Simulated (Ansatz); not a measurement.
# C₂H₃AlCl₂: small, medium and large basis sets

An exercise on one series of results from a longer session: the logs are not shown, and one member is left open.

Method: one geometry, several basis sets; program: Ansatz 0.2.0, Gaussian basis.

Levels to be run: PBE0-D4/def2-SVP; ωB97M-V/def2-SVP; PBE0-D4/def2-QZVPP; ωB97M-V/def2-QZVPP; the functionals' def2-TZVPP values are taken from earlier runs.

### The relaxed structure

An earlier PBE0-D4 in a triple-zeta def2 set relaxation fixed the geometry.

SMILES `C=[CH][Al]([Cl])[Cl]`, 8 atoms, charge 0, spin multiplicity 1.

Atoms are counted from 1 here; the program's logs count them from 0.

Bond lengths: C1–C2 1.334 Å, C1–H6 1.088 Å, C1–H7 1.087 Å, C2–Al3 1.918 Å, C2–H8 1.089 Å, Al3–Cl4 2.086 Å, Al3–Cl5 2.089 Å. Angles: C2–C1–H6 122.4°, C2–C1–H7 122.0°, H6–C1–H7 115.7°, C1–C2–Al3 120.9°, C1–C2–H8 117.8°, Al3–C2–H8 121.2°, C2–Al3–Cl4 122.3°, C2–Al3–Cl5 119.7°, Cl4–Al3–Cl5 118.0°.

Set-up of the first run:

File in.yaml:

```yaml
crystal:
  periodic: [false, false, false]
  atoms:
    - {symbol: C, position_ang: [0.668935, -0.070456, 1.286597]}
    - {symbol: C, position_ang: [-0.052234, -0.657662, 0.329612]}
    - {symbol: Al, position_ang: [-0.537876, 0.294662, -1.262958]}
    - {symbol: Cl, position_ang: [-1.662366, -0.581880, -2.785843]}
    - {symbol: Cl, position_ang: [0.066265, 2.279051, -1.508176]}
    - {symbol: H, position_ang: [0.957644, -0.588109, 2.198999]}
    - {symbol: H, position_ang: [1.006217, 0.959682, 1.202850]}
    - {symbol: H, position_ang: [-0.354485, -1.692388, 0.483018]}
basis:
  gaussian: {orbitals: def2-SVP}
hamiltonian: {xc: pbe0, dispersion: d4}
output: {orbitals: {seedname: orbitals}}
```

Steps of the session up to this table: PBE0-D4 in def2-SVP; ωB97M-V in def2-SVP; PBE0-D4 in def2-QZVPP; ωB97M-V in def2-QZVPP.

One of the session's tables, all rows but one given; the rest of the session is left out.

It belongs to the step «Density functionals: the series». 

| functional | basis | HOMO (eV) | LUMO (eV) |
| --- | --- | --- | --- |
| PBE0-D4 | def2-SVP | ? | ? |
| PBE0-D4 | def2-TZVPP | -8.53 | -1.62 |
| PBE0-D4 | def2-QZVPP | -8.55 | -1.66 |
| ωB97M-V | def2-SVP | -10.70 | 0.44 |
| ωB97M-V | def2-TZVPP | -10.77 | 0.26 |
| ωB97M-V | def2-QZVPP | -10.79 | 0.17 |

Q: Estimate the row for PBE0-D4, def2-SVP from the others.

The run gave: HOMO (eV): -8.48; LUMO (eV): -1.51. In the column «HOMO (eV)» it is the highest.
